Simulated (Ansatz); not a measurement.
Task: harmonic frequencies at the relaxed geometry of CH₅SbSe, SMILES [CH3][SbH][SeH], with the Python package of Ansatz (0.2.0). Give the script and its output. Settings (for the species named): PBE0, def2-SVP basis, multiplicity 1, D3BJ dispersion.

```xyz
8

C    -0.3434    1.1788   -0.3715
Sb    0.9238   -0.4741   -0.6392
Se    0.4895   -1.2461    1.7799
H     0.1729    1.9902    0.2602
H    -1.3365    0.8832    0.0718
H    -0.6123    1.6876   -1.3752
H    -0.3602   -1.4688   -1.2438
H     1.1585   -2.6080    1.4620
```

Script `freq_ch5sbse.py`:
```python
"""Harmonic frequencies of CH5SbSe at its relaxed geometry."""

import ansatz as az
import numpy as np

config = {
    "basis_set": "def2-SVP",
    "xc": "pbe0",
    "dispersion": "d3bj",
}


def main() -> None:
    geometry_ang = [
        ("C", [-0.3434, 1.1788, -0.3715]),
        ("Sb", [0.9238, -0.4741, -0.6392]),
        ("Se", [0.4895, -1.2461, 1.7799]),
        ("H", [0.1729, 1.9902, 0.2602]),
        ("H", [-1.3365, 0.8832, 0.0718]),
        ("H", [-0.6123, 1.6876, -1.3752]),
        ("H", [-0.3602, -1.4688, -1.2438]),
        ("H", [1.1585, -2.608, 1.462]),
    ]
    molecule = az.Crystal.molecule()
    for symbol, xyz in geometry_ang:
        molecule = molecule.atom(symbol, xyz)

    calculation = (
        molecule.calculation()
        .basis(gaussian=config["basis_set"])
        .functional(config["xc"], dispersion=config["dispersion"])
    )
    symbols = [site.symbol for site in molecule.cartesian_sites]
    start = np.array([site.position_ang for site in molecule.cartesian_sites], dtype=float)
    rep = calculation.relax(force_tolerance=0.003).run().report
    end = np.array(rep["positions_ang"])

    print("bond        before    after (A)")
    for i, j in [(0, 1), (0, 3), (0, 4), (0, 5), (1, 2), (1, 6), (2, 7)]:
        d0, d1 = (np.linalg.norm(xyz[i] - xyz[j]) for xyz in (start, end))
        print(f"{symbols[i]}{i}-{symbols[j]}{j}".ljust(10), f"{d0:8.4f} {d1:8.4f}")

    # frequencies need a stationary point, so they are taken at the relaxed geometry
    minimum = az.Crystal.molecule()
    for symbol, xyz in zip(symbols, end):
        minimum = minimum.atom(symbol, xyz.tolist())
    vibrating = (
        minimum.calculation()
        .basis(gaussian=config["basis_set"])
        .functional(config["xc"], dispersion=config["dispersion"])
        .phonons(temperatures=(100, 500, 100))
    )
    vib = vibrating.run().report["vibrations"]
    sums = vib["harmonic_sums"]
    modes = [m["omega_inv_cm"] for m in sums["modes_at_gamma"] if m["rigid_motion"] == "no"]
    for number, w in enumerate(modes, start=1):
        print(f"mode {number:2d} {w:9.1f} 1/cm {w / 8065.544 * 1000:8.2f} meV")
    print("imaginary modes:", sum(w < 0 for w in modes), " zero-point energy:", round(sums["zero_point_energy_ev"], 4), "eV")
    print("T (K)   F_vib (eV)   S_vib (meV/K)   C_vib (meV/K)")
    for row in zip(sums["temperatures_k"], sums["vibrational_free_energy_ev"], vib["entropy_ev_per_k"], vib["heat_capacity_ev_per_k"]):
        print(f"{row[0]:6.1f} {row[1]:11.4f} {1000 * row[2]:13.4f} {1000 * row[3]:15.4f}")


if __name__ == "__main__":
    main()
```

```console
$ python freq_ch5sbse.py
bond        before    after (A)
C0-Sb1       2.0999   2.1727
C0-H3        1.1506   1.0986
C0-H4        1.1270   1.0974
C0-H5        1.1570   1.1003
Sb1-Se2      2.5762   2.5779
Sb1-H6       1.7331   1.7185
Se2-H7       1.5503   1.4711
mode  1     102.2 1/cm    12.67 meV
mode  2     126.0 1/cm    15.62 meV
mode  3     146.9 1/cm    18.21 meV
mode  4     237.1 1/cm    29.40 meV
mode  5     511.1 1/cm    63.36 meV
mode  6     538.1 1/cm    66.72 meV
mode  7     587.2 1/cm    72.81 meV
mode  8     710.8 1/cm    88.12 meV
mode  9     774.2 1/cm    95.99 meV
mode 10     849.3 1/cm   105.30 meV
mode 11    1219.4 1/cm   151.18 meV
mode 12    1425.5 1/cm   176.74 meV
mode 13    1431.4 1/cm   177.48 meV
mode 14    1951.2 1/cm   241.92 meV
mode 15    2455.5 1/cm   304.45 meV
mode 16    3070.9 1/cm   380.74 meV
mode 17    3188.8 1/cm   395.36 meV
mode 18    3208.5 1/cm   397.81 meV
imaginary modes: 0  zero-point energy: 1.3969 eV
T (K)   F_vib (eV)   S_vib (meV/K)   C_vib (meV/K)
 100.0      1.3917        0.1562          0.2408
 200.0      1.3647        0.3803          0.4246
 300.0      1.3163        0.5844          0.5878
 400.0      1.2483        0.7721          0.7179
 500.0      1.1624        0.9439          0.8221
```

What to keep in mind:
- The settings weren't tested for convergence.
- The frequencies are harmonic and unscaled, in a modest basis. The result belongs to the one conformer reached from this start, and soft torsions count as harmonic oscillators.
- def2 sets replace the cores of elements past krypton by effective core potentials.
- Wall time of the script: 4.5 min on 1 thread of Arm Neoverse V2, on a shared host, peak memory 0.31 GiB.

(Lines on the test bed's own set-up are left out of the output.)
